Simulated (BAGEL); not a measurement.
# HF/STO-3G (density fitting with qzvpp-jkfit) run of GaH2SOF (SMILES [OH][Ga]([F])[SH])

What is the energy change on altering one bond length of GaH2SOF at HF/STO-3G (density fitting with qzvpp-jkfit)? 

The calculation is run with BAGEL 1.2.2.

1 further run of the same task is left out (it didn't finish).

### Step 1. Starting point

The species is GaH2SOF (6 atoms), meant as a singlet with charge 0. SMILES: `[OH][Ga]([F])[SH]`. Geometry: relaxed at PBE0-D4/def2-TZVP. This is one conformer, not always the lowest.

Bond lengths: O1–Ga2 1.769 Å, Ga2–F3 1.741 Å, Ga2–S4 2.180 Å, O1–H5 0.959 Å, S4–H6 1.344 Å. Angles: O1–Ga2–F3 114.2°, O1–Ga2–S4 128.9°, F3–Ga2–S4 117.0°, Ga2–O1–H5 114.7°, Ga2–S4–H6 93.2°.

### Step 2. A single-point energy at HF/STO-3G (density fitting with qzvpp-jkfit)

The input, input.json:

```json
{ "bagel" : [

{
  "title" : "molecule",
  "basis" : "sto-3g",
  "df_basis" : "qzvpp-jkfit",
  "angstrom" : true,
  "geometry" : [
    { "atom" : "O", "xyz" : [       1.077100,      -0.243800,      -1.220400 ] },
    { "atom" : "Ga", "xyz" : [       0.325400,      -0.426500,       0.370600 ] },
    { "atom" : "F", "xyz" : [       1.149900,      -1.539900,       1.425000 ] },
    { "atom" : "S", "xyz" : [      -1.460000,       0.544100,       1.159300 ] },
    { "atom" : "H", "xyz" : [       0.625600,       0.364900,      -1.808800 ] },
    { "atom" : "H", "xyz" : [      -1.676000,       1.237100,       0.028100 ] }
  ]
},

{ "title" : "hf" },

{ "title" : "print", "file" : "orbitals.molden", "orbitals" : true }

]}
```

Launch:

```bash
$ BAGEL_NUM_THREADS=1 BAGEL input.json > input.out
```

Standard output:

```text
* using 1 threads per process

  ===============================================================
  ===============================================================

  *** Geometry ***

  { "atom" : "O", "xyz" : [      2.035424,     -0.460715,     -2.306222 ] },
  { "atom" : "Ga", "xyz" : [      0.614917,     -0.805968,      0.700333 ] },
  { "atom" : "F", "xyz" : [      2.172996,     -2.909989,      2.692860 ] },
  { "atom" : "S", "xyz" : [     -2.759000,      1.028200,      2.190759 ] },
  { "atom" : "H", "xyz" : [      1.182213,      0.689561,     -3.418137 ] },
  { "atom" : "H", "xyz" : [     -3.167181,      2.337780,      0.053101 ] },

  Number of auxiliary basis functions:      584

  Since a DF basis is specified, we compute 2- and 3-index integrals:
    o Being stored without compression. Storage requirement is 0.007 GB

  Number of basis functions:       39
  Number of electrons      :       66

    * METHOD: MOLECULE                             0.28

  *** RHF ***

  === Nuclear Repulsion ===
   364.1846886589

      * DIIS with orbital gradients will be used.

  === RHF iteration (sto-3g) ===
      0      -2467.01734726          0.01465103           0.05
      1      -2467.13745327          0.00487125           0.05
      2      -2467.14912365          0.00095483           0.05
      3      -2467.15001135          0.00032944           0.05
      4      -2467.15014935          0.00014265           0.05
      5      -2467.15018423          0.00005390           0.05
      6      -2467.15019052          0.00001471           0.05
      7      -2467.15019095          0.00000689           0.05
      8      -2467.15019106          0.00000255           0.05
      9      -2467.15019108          0.00000115           0.05
     10      -2467.15019108          0.00000055           0.05
     11      -2467.15019108          0.00000025           0.05
     12      -2467.15019108          0.00000011           0.05
     13      -2467.15019108          0.00000004           0.05
     14      -2467.15019108          0.00000002           0.05
     15      -2467.15019108          0.00000001           0.05
     16      -2467.15019108          0.00000000           0.05
    * SCF iteration converged.

    * Permanent dipole moment:
           (    0.476901,    -0.602118,     0.527092) a.u.

    * METHOD: HF                                   0.95

    * METHOD: PRINT                                0.00

  ===============================================================
```

Wall time 1.4 s (1 thread of Arm Neoverse V1, shared host).

### Step 3. The distorted shape, same level

The input, hf.json:

```json
{ "bagel" : [

{
  "title" : "molecule",
  "basis" : "sto-3g",
  "df_basis" : "qzvpp-jkfit",
  "angstrom" : true,
  "geometry" : [
    { "atom" : "O", "xyz" : [    1.302598,   -0.188993,   -1.697674 ] },
    { "atom" : "Ga", "xyz" : [    0.325400,   -0.426500,    0.370600 ] },
    { "atom" : "F", "xyz" : [    1.149900,   -1.539900,    1.425000 ] },
    { "atom" : "S", "xyz" : [   -1.460000,    0.544100,    1.159300 ] },
    { "atom" : "H", "xyz" : [    0.851098,    0.419707,   -2.286074 ] },
    { "atom" : "H", "xyz" : [   -1.676000,    1.237100,    0.028100 ] }
  ]
},
{ "title" : "hf", "charge" : 0 },
{ "title" : "print", "file" : "orbitals.molden", "orbitals" : true }

]}
```

Launch:

```bash
$ BAGEL_NUM_THREADS=1 BAGEL hf.json > hf.out
```

Standard output:

```text
* using 1 threads per process

  ===============================================================
  ===============================================================

  *** Geometry ***

  { "atom" : "O", "xyz" : [      2.461553,     -0.357145,     -3.208139 ] },
  { "atom" : "Ga", "xyz" : [      0.614917,     -0.805968,      0.700333 ] },
  { "atom" : "F", "xyz" : [      2.172996,     -2.909989,      2.692860 ] },
  { "atom" : "S", "xyz" : [     -2.759000,      1.028200,      2.190759 ] },
  { "atom" : "H", "xyz" : [      1.608342,      0.793131,     -4.320054 ] },
  { "atom" : "H", "xyz" : [     -3.167181,      2.337780,      0.053101 ] },

  Number of auxiliary basis functions:      584

  Since a DF basis is specified, we compute 2- and 3-index integrals:
    o Being stored without compression. Storage requirement is 0.007 GB

  Number of basis functions:       39
  Number of electrons      :       66

    * METHOD: MOLECULE                             0.32

  *** RHF ***

  === Nuclear Repulsion ===
   341.2987687939

      * DIIS with orbital gradients will be used.

  === RHF iteration (sto-3g) ===
      0      -2466.83581269          0.01860883           0.05
      1      -2466.98149880          0.01197888           0.05
      2      -2467.04320153          0.00169875           0.05
      3      -2467.04623583          0.00077259           0.05
      4      -2467.04702469          0.00033163           0.05
      5      -2467.04725553          0.00013410           0.05
      6      -2467.04730143          0.00006020           0.05
      7      -2467.04731197          0.00002631           0.05
      8      -2467.04731390          0.00001417           0.05
      9      -2467.04731447          0.00000787           0.05
     10      -2467.04731468          0.00000328           0.05
     11      -2467.04731471          0.00000160           0.05
     12      -2467.04731472          0.00000086           0.05
     13      -2467.04731472          0.00000042           0.05
     14      -2467.04731472          0.00000019           0.05
     15      -2467.04731472          0.00000008           0.05
     16      -2467.04731472          0.00000004           0.05
     17      -2467.04731472          0.00000002           0.05
     18      -2467.04731472          0.00000002           0.05
     19      -2467.04731472          0.00000001           0.05
    * SCF iteration converged.

    * Permanent dipole moment:
           (    0.637363,    -0.587109,     0.238449) a.u.

    * METHOD: HF                                   1.15

    * METHOD: PRINT                                0.00

  ===============================================================
```

It took 1.6 s on 1 thread of Arm Neoverse V1, shared host.

### Step 4. What came out

At HF/STO-3G (density fitting with qzvpp-jkfit):

| quantity | value |
| --- | --- |
| first shape: total energy | -2467.15019 Eh |
| first shape: dipole moment | 2.37 D |
| first shape: HOMO energy | -7.58 eV |
| first shape: LUMO energy | 6.11 eV |
| first shape: HOMO–LUMO gap | 13.69 eV |
| distorted shape: total energy | -2467.04731 Eh |
| distorted shape: dipole moment | 2.28 D |
| distorted shape: HOMO energy | -7.03 eV |
| distorted shape: LUMO energy | 5.34 eV |
| distorted shape: HOMO–LUMO gap | 12.37 eV |
| energy change with the O1–Ga2 bond stretched from 1.769 to 2.300 Å | 2.799 eV |

With the O1–Ga2 bond stretched from 1.769 to 2.300 Å the energy rises by 2.80 eV (270 kJ/mol). The first shape isn't relaxed at this level, so the change isn't measured from a minimum. The minimal basis adds a large error of its own.
